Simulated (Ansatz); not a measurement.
# C2H7BFN: the cost of one run

Method: RKS B3LYP-D4/6-31G*, in Ansatz 0.2.0.

## 1. The structure to begin with

Bond lengths: B1–C2 1.575 Å, C2–C3 1.507 Å, C3–N4 1.429 Å, C3–F5 1.407 Å, B1–H6 1.207 Å, B1–H7 1.203 Å, C2–H8 1.069 Å, C2–H9 1.074 Å, C3–H10 1.162 Å, N4–H11 0.977 Å, N4–H12 1.091 Å. Angles (14 of 18 angles, heavy atoms first): B1–C2–C3 110.0°, C2–C3–N4 114.6°, C2–C3–F5 110.9°, N4–C3–F5 106.1°, B1–C2–H8 108.3°, B1–C2–H9 109.0°, C3–C2–H8 109.0°, C3–C2–H9 110.4°, C2–B1–H6 120.8°, C2–B1–H7 121.7°, C2–C3–H10 109.8°, N4–C3–H10 108.1°, F5–C3–H10 107.0°, C3–N4–H11 114.2°.

Structure file:

```xyz
12

B    -0.3717    1.7021    0.7469
C    -0.7023    0.3759   -0.0348
C     0.5458   -0.4529   -0.1947
N     0.3457   -1.7136   -0.8360
F     1.5048    0.2291   -0.9667
H    -0.9754    1.9954    1.7503
H     0.3580    2.5418    0.2881
H    -1.4187   -0.1788    0.5327
H    -1.1101    0.6279   -0.9955
H     1.0245   -0.6493    0.8456
H     1.1608   -2.2411   -0.9437
H    -0.2846   -2.2918   -0.1580
```

## 2. End point A

input.yaml reads:

```yaml
crystal:
  periodic: [false, false, false]
  atoms:
    - { symbol: B, position_ang: [-0.3717, 1.7021, 0.7469] }
    - { symbol: C, position_ang: [-0.7023, 0.3759, -0.0348] }
    - { symbol: C, position_ang: [0.5458, -0.4529, -0.1947] }
    - { symbol: "N", position_ang: [0.3457, -1.7136, -0.836] }
    - { symbol: F, position_ang: [1.5048, 0.2291, -0.9667] }
    - { symbol: H, position_ang: [-0.9754, 1.9954, 1.7503] }
    - { symbol: H, position_ang: [0.358, 2.5418, 0.2881] }
    - { symbol: H, position_ang: [-1.4187, -0.1788, 0.5327] }
    - { symbol: H, position_ang: [-1.1101, 0.6279, -0.9955] }
    - { symbol: H, position_ang: [1.0245, -0.6493, 0.8456] }
    - { symbol: H, position_ang: [1.1608, -2.2411, -0.9437] }
    - { symbol: H, position_ang: [-0.2846, -2.2918, -0.158] }
basis:
  gaussian: { orbitals: "6-31G*" }
hamiltonian:
  xc: b3lyp
  dispersion: d4
relax:
  f_tol: 0.015
  max_steps: 40
```

Launch:

```bash
$ ansatz run input.yaml --threads 1 --pin off --max-ram 2048MiB --backend cpu --events-out ev --progress --plain --runs-dir out
```

Q: Estimate wall time and peak memory on 1 thread of an x86-64 CPU, shared host.

About 63 s, with a peak of 0.21 GiB.
